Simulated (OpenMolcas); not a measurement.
# Cr³⁺ among point charges: CASSCF and CASPT2 levels and susceptibility

How does a field of 5 point charges split the states of Cr³⁺, and what χT follows?

The numbers are computed with OpenMolcas 26.06 (state-averaged CASSCF and CASPT2, spin-orbit coupling by RASSI with atomic mean-field integrals), except any that are marked as measured or tabulated.

### Step 1. Starting point

* Species: Cr³⁺ (chromium, Z = 24, 21 electrons)
* Basis: ANO-RCC-VTZP [6s5p3d2f1g], 59 functions
* Scalar Hamiltonian: DKH2, point nucleus
* Inactive shells: 1s 2s 2p 3s 3p
* Active space: 3 electrons in 5 orbitals (3d)
* Some configurations of this space: 3d3
* Orbitals: optimised for each spin and parity, averaged over all roots

The outer shells:

3d3
```
3d [↑ ][↑ ][↑ ][  ][  ]
```

The ion sits among 5 point charges of -2 e arranged as a trigonal bipyramid (D3h), 1.93 Å from the ion, with the axial distance 2.316 Å.

The work runs as a chain of OpenMolcas steps in one folder; each step below is one input file. Labels, J, g values, rates, χT and fits are worked out afterwards by a script from the matrices that RASSI stores.

### Step 2. Basis and integrals

Input file a.inp:

```
&GATEWAY
Coord
1

Cr 0.0 0.0 0.0
Basis=ANO-RCC-VTZP
Group=NoSym
NoMove
AngMom=0.0 0.0 0.0
AMFI
XField
5 Angstrom 0
1.930000 0.000000 0.000000 -2.000000
-0.965000 1.671429 0.000000 -2.000000
-0.965000 -1.671429 0.000000 -2.000000
0.000000 0.000000 2.316000 -2.000000
0.000000 0.000000 -2.316000 -2.000000
&SEWARD
```

Command:

```bash
> OMP_NUM_THREADS=1 MOLCAS_MEM=1689 MOLCAS_PROJECT=a pymolcas a.inp > a.log
```

### Step 3. CASSCF: quartets, 10 roots

Input file a.inp:

```
&RASSCF
FileOrb=start.orb
Symmetry=1
Spin=4
nActEl=3 0 0
Inactive=9
Ras2=5
CIRoot=10 10 1
SDav=10
CIMx=300
Iter=120 100
PrWF=0.3
OrbListing=Nothing
MaxOrb=0
>>> COPY $Project.JobIph JOB001
```

start.orb holds the contracted functions of the basis, ordered by shell, or the orbitals of the step before.

### Step 4. CASSCF: doublets, 40 roots

Input file a.inp:

```
&RASSCF
FileOrb=start.orb
Symmetry=1
Spin=2
nActEl=3 0 0
Inactive=9
Ras2=5
CIRoot=40 40 1
SDav=40
CIMx=300
Iter=120 100
PrWF=0.3
OrbListing=Nothing
MaxOrb=0
>>> COPY $Project.JobIph JOB002
```

### Step 5. RASSI: spin-orbit coupling between the states

Input file a.inp:

```
&RASSI
NrOfJobIphs=2 10 40
1 2 3 4 5 6 7 8 9 10
1 2 3 4 5 6 7 8 9 10 11 12 13 14 15 16 17 18 19 20 21 22 23 24 25 26 27
28 29 30 31 32 33 34 35 36 37 38 39 40
IphNames
JOB001
JOB002
EJob
SpinOrbit
DIPRint=1.0
SOCoupling=1000.0
Subsets=2
Property=9
'ANGMOM' 1 'ANGMOM' 2 'ANGMOM' 3 'MLTPL  1' 1 'MLTPL  1' 2 'MLTPL  1' 3
'AMFI' 1 'AMFI' 2 'AMFI' 3
SOProperty=3
'ANGMOM' 1 'ANGMOM' 2 'ANGMOM' 3
```

### Step 6. CASPT2: IPEA 0.25, imaginary shift 0.1 (closed shells correlated: 3s 3p)

Input file a.inp:

```
>>> COPY JOB001 $Project.JobIph
&CASPT2
Multistate=10 1 2 3 4 5 6 7 8 9 10
NoMult
Frozen=5
IPEA=0.25
Imaginary=0.1
MaxIter=60
WThr=0.0 0.3 0.05
PrWF=0.5
NoMix
>>> COPY JOB002 $Project.JobIph
&CASPT2
Multistate=40 1 2 3 4 5 6 7 8 9 10 11 12 13 14 15 16 17 18 19 20 21 22
23 24 25 26 27 28 29 30 31 32 33 34 35 36 37 38 39 40
NoMult
Frozen=5
IPEA=0.25
Imaginary=0.1
MaxIter=60
WThr=0.0 0.3 0.05
PrWF=0.5
NoMix
```

(Steps that only read results are left out.)

Before running it: what results should come out? Wanted: spin-free ground state; first state of the same spin within the active space; lowest level; next level.

**Answer**, as computed:

```
                                            quantity                                                                        value
                                              method  SS-CASPT2, IPEA 0.25, imaginary shift 0.1 (closed shells correlated: 3s 3p)
                              spin-free ground state                                               4E, 2-fold in its orbital part
first state of the same spin within the active space                                                             4A1 at 1290 cm⁻¹
                                        lowest level                                            2-fold E1/2, g = 0.03, 0.03, 1.98
                                          next level                                                                   137.2 cm⁻¹
                                         χT at 300 K                                                               1.21 cm³ K/mol
                           effective moment at 300 K                                                                      3.11 μB
```

Cost by method:

| method | time of its own steps | time with the reference |
| --- | --- | --- |
| A. CASSCF | 16 s | 16 s |
| B. SS-CASPT2, IPEA 0.25, imaginary shift 0.1, +3s 3p | 14 s | 30 s |

Times are of one thread on a shared host.

**Reading.** The spin-free ground state (4E) comes to 100 % from free-ion F terms and keeps the highest spin of the shell. χT at 300 K is 1.21, against 1.88 cm³ K/mol for the spin alone, so spin-orbit coupling lowers it. CASPT2 does not keep the components of a term degenerate, and the means are used. The field of point charges can differ much from that of real complexes. This is an electrostatic model: the charges have no orbitals.
